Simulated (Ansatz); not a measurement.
# CH5GaO2Si: up Jacob's ladder to CCSD(T)

One table from this session's results is given with a row withheld; the runs are named, their logs left out.

Computed with Ansatz 0.2.0, Gaussian basis. Level: functionals in def2-TZVPP, the program's frozen cores in correlated methods.

Plan: LDA (SPW92), PBE-D4, revPBE-D4, BLYP-D4, r2SCAN-D4, B97M-V, PBE0-D4, B3LYP-D4, r2SCANh-D4, r2SCAN0-D4, HSE06-D4, BHLYP-D4, CAM-B3LYP-D4, LC-ωPBE, ωB97X-V, ωB97M-V, B2PLYP, PBE-QIDH; CCSD(T)/def2-SVP; CCSD(T)/def2-TZVPP; MP2/def2-QZVPP; extrapolation to the limit; RPA on PBE.

### The geometry

The geometry comes from an earlier relaxation with PBE0-D4 in a triple-zeta def2 set; it is a stationary point, not always the lowest conformer.

SMILES `[SiH3][Ga]1[O]C[O]1`, 10 atoms, charge 0, spin multiplicity 1.

Atoms are counted from 1 here; the program's logs count them from 0.

Bond lengths: Si1–Ga2 2.377 Å, Si1–H6 1.484 Å, Si1–H7 1.484 Å, Si1–H8 1.484 Å, Ga2–O3 1.820 Å, Ga2–O5 1.820 Å, O3–C4 1.414 Å, C4–O5 1.414 Å, C4–H9 1.099 Å, C4–H10 1.099 Å. Angles: Ga2–Si1–H6 109.0°, Ga2–Si1–H7 109.0°, Ga2–Si1–H8 108.8°, H6–Si1–H7 110.2°, H6–Si1–H8 109.9°, H7–Si1–H8 109.9°, Si1–Ga2–O3 141.6°, Si1–Ga2–O5 141.7°, O3–Ga2–O5 76.7°, Ga2–O3–C4 88.7°, O3–C4–O5 105.9°, O3–C4–H9 110.3°, O3–C4–H10 110.3°, O5–C4–H9 110.3°, O5–C4–H10 110.3°, H9–C4–H10 109.6°, Ga2–O5–C4 88.7°.

The first run:

in.yaml reads:

```yaml
crystal:
  periodic: [false, false, false]
  atoms:
    - {symbol: Si, position_ang: [-2.261952, -0.490370, -0.546391]}
    - {symbol: Ga, position_ang: [-0.001674, 0.003379, -0.001078]}
    - {symbol: O, position_ang: [1.688149, -0.126006, -0.665867]}
    - {symbol: C, position_ang: [2.167395, 0.471151, 0.523243]}
    - {symbol: O, position_ang: [1.025577, 0.719348, 1.320260]}
    - {symbol: H, position_ang: [-3.151171, 0.445746, 0.184740]}
    - {symbol: H, position_ang: [-2.449442, -0.336954, -2.010346]}
    - {symbol: H, position_ang: [-2.556818, -1.888182, -0.142783]}
    - {symbol: H, position_ang: [2.854379, -0.210867, 1.042810]}
    - {symbol: H, position_ang: [2.685538, 1.412776, 0.295411]}
basis:
  gaussian: {orbitals: def2-TZVPP}
hamiltonian: {xc: lda}
output: {orbitals: {seedname: orbitals}}
```

Run with:

```
> ansatz run in.yaml --threads 4 --pin off --events-out ev --progress --plain --max-ram 10444MiB
```

Among the steps run: LDA; PBE-D4 (GGA); revPBE-D4 (GGA); BLYP-D4 (GGA); r2SCAN-D4 (meta-GGA); B97M-V (meta-GGA); PBE0-D4 (hybrid); B3LYP-D4 (hybrid); r2SCANh-D4 (hybrid); r2SCAN0-D4 (hybrid); HSE06-D4 (hybrid); BHLYP-D4 (hybrid); CAM-B3LYP-D4 (range-separated); LC-ωPBE (range-separated); ωB97X-V (range-separated); ωB97M-V (range-separated); B2PLYP (double hybrid); PBE-QIDH (double hybrid).

One of the session's tables, all rows but one given; the rest of the session is left out.

It belongs to the step «Frontier levels by functional». 

```
  functional  HOMO (eV)  LUMO (eV)  gap (eV)
 LDA (SPW92)      -6.20      -2.41      3.79
      PBE-D4      -6.05      -2.21      3.84
   revPBE-D4      -5.99      -2.12      3.87
     BLYP-D4      -5.97      -2.11      3.86
   r2SCAN-D4      -6.30      -2.09      4.21
      B97M-V      -6.39      -2.24      4.15
     PBE0-D4          ?          ?         ?
    B3LYP-D4      -7.21      -1.73      5.48
  r2SCANh-D4      -6.81      -1.83      4.97
  r2SCAN0-D4      -7.59      -1.45      6.13
    HSE06-D4      -7.00      -1.89      5.11
    BHLYP-D4      -8.77      -0.80      7.98
CAM-B3LYP-D4      -8.84      -0.58      8.26
     LC-ωPBE     -10.16       0.53     10.69
     ωB97X-V      -9.83       0.40     10.22
     ωB97M-V      -9.75       0.20      9.95
```

Estimate the missing values for PBE0-D4.

**Answer.** HOMO (eV): -7.40; LUMO (eV): -1.52; gap (eV): 5.88. In the column «HOMO (eV)» it lies between r2SCAN0-D4 (-7.59) and B3LYP-D4 (-7.21).
